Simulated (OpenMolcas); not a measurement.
# Sc⁺: CASSCF terms and fine-structure levels

Wanted: the level scheme of Sc⁺ from active-space wave functions.

The numbers are computed with OpenMolcas 26.06 (state-averaged CASSCF, spin-orbit coupling by RASSI with atomic mean-field integrals), except any that are marked as measured or tabulated.

1 further run of the same task is left out (it didn't finish).

### 1 The system

```
Species                           : Sc⁺ (scandium, Z = 21, 20 electrons)
Basis                             : ANO-RCC-VQZP [7s6p4d3f2g1h], 95 functions
Scalar Hamiltonian                : DKH2, point nucleus
Inactive shells                   : 1s 2s 2p 3s 3p
Active space                      : 2 electrons in 11 orbitals (3d 4s 4d)
Some configurations of this space : 4s2, 3d 4s, 3d2
Orbitals                          : optimised for the ground-state spin in each parity, averaged over the low roots
```

The outer shells:

4s2
```
4s [↑↓]
```

3d 4s
```
3d [↑ ][  ][  ][  ][  ]
4s [↑ ]
```

3d2
```
3d [↑ ][↑ ][  ][  ][  ]
```

Each step is its own input file, run in one work folder so that later steps find the files of earlier ones. Labels, J, g values, rates, χT and fits are worked out afterwards by a script from the matrices that RASSI stores.

### 2 Basis and integrals

Input file a.inp:

```
&GATEWAY
Coord
1

Sc 0.0 0.0 0.0
Basis=ANO-RCC-VQZP
Group=XYZ
NoMove
AngMom=0.0 0.0 0.0
AMFI
&SEWARD
```

Started as:

```bash
OMP_NUM_THREADS=1 MOLCAS_MEM=1689 MOLCAS_PROJECT=a pymolcas a.inp > a.log
```

### 3 A small preliminary run for start orbitals

Input file a.inp:

```
&RASSCF
FileOrb=start.orb
Symmetry=1
Spin=3
nActEl=2 0 0
Inactive=3 6
Ras2=6 0
CIRoot=15 15 1
SDav=15
CIMx=300
Iter=120 100
PrWF=0.3
OrbListing=Nothing
MaxOrb=0
Atom
>>> COPY $Project.JobIph JOBPRE
```

### 4 Reference wave functions, triplets of even parity, 15 roots

Input file a.inp:

```
&RASSCF
FileOrb=start.orb
Symmetry=1
Spin=3
nActEl=2 0 0
Inactive=3 6
Ras2=11 0
CIRoot=15 15 1
SDav=55
CIMx=300
Iter=120 100
PrWF=0.3
OrbListing=Nothing
MaxOrb=0
Atom
>>> COPY $Project.JobIph JOB001
```

### 5 Reference wave functions, singlets of even parity, 33 roots

Input file a.inp:

```
&RASSCF
FileOrb=start.orb
Symmetry=1
Spin=1
nActEl=2 0 0
Inactive=3 6
Ras2=11 0
CIRoot=33 33 1
SDav=66
CIMx=300
Iter=120 100
PrWF=0.3
OrbListing=Nothing
MaxOrb=0
Atom
CIOnly
>>> COPY $Project.JobIph JOB002
```

### 6 State interaction with spin-orbit coupling

Input file a.inp:

```
&RASSI
NrOfJobIphs=2 15 20
1 2 3 4 5 6 7 8 9 10 11 12 13 14 15
1 2 3 4 5 6 7 8 9 10 11 12 13 14 15 16 17 18 19 20
IphNames
JOB001
JOB002
EJob
SpinOrbit
DIPRint=1.0
SOCoupling=1000.0
Subsets=2
MEES
Property=10
'ANGMOM' 1 'ANGMOM' 2 'ANGMOM' 3 'MLTPL  1' 1 'MLTPL  1' 2 'MLTPL  1' 3
'AMFI' 1 'AMFI' 2 'AMFI' 3 'MLTPL  2' 6
SOProperty=3
'ANGMOM' 1 'ANGMOM' 2 'ANGMOM' 3
```

(Steps that only read results are left out.)

What does the calculation give? Wanted: lowest level; first excited level; lowest level of another term; spin-orbit lowering of the lowest level; strongest of the lines computed, by gA.

The runs gave:

```
                                                                                   quantity                                            value
                                                                                     method                                           CASSCF
                                                                               lowest level         3d 4s 3D1, 100 % of that term, g = 0.499
                                                                ground level listed by NIST                                              3D1
                                                                        first excited level                           3d 4s 3D2 at 0.0095 eV
                                                               lowest level of another term                           3d 4s 1D2 at 0.3609 eV
                                                    spin-orbit lowering of the lowest level                                        0.0149 eV
strongest of the lines computed, by gA (one parity, so forbidden lines), at CASSCF energies  3d2 1G4 → 3d 4s 1D2, 695.2 nm, A = 1.04e+00 s⁻¹
```

In words: The multiplet 3D is regular; its intervals divided by the larger J differ by 7 % of their mean, where Landé's rule for pure LS coupling makes them equal. The computed levels miss the measured ones by 2300 cm⁻¹ on average. Only the configurations of the active space and the roots asked for are present. The singlets rest on orbitals optimised for another spin in at least one step, which raises them against the optimised states. Not all states of the active space went into the spin-orbit step. The levels of the extra active shells were not computed. Only valence configurations of the active space appear, up to the ionisation limit; * or ° marks odd parity.
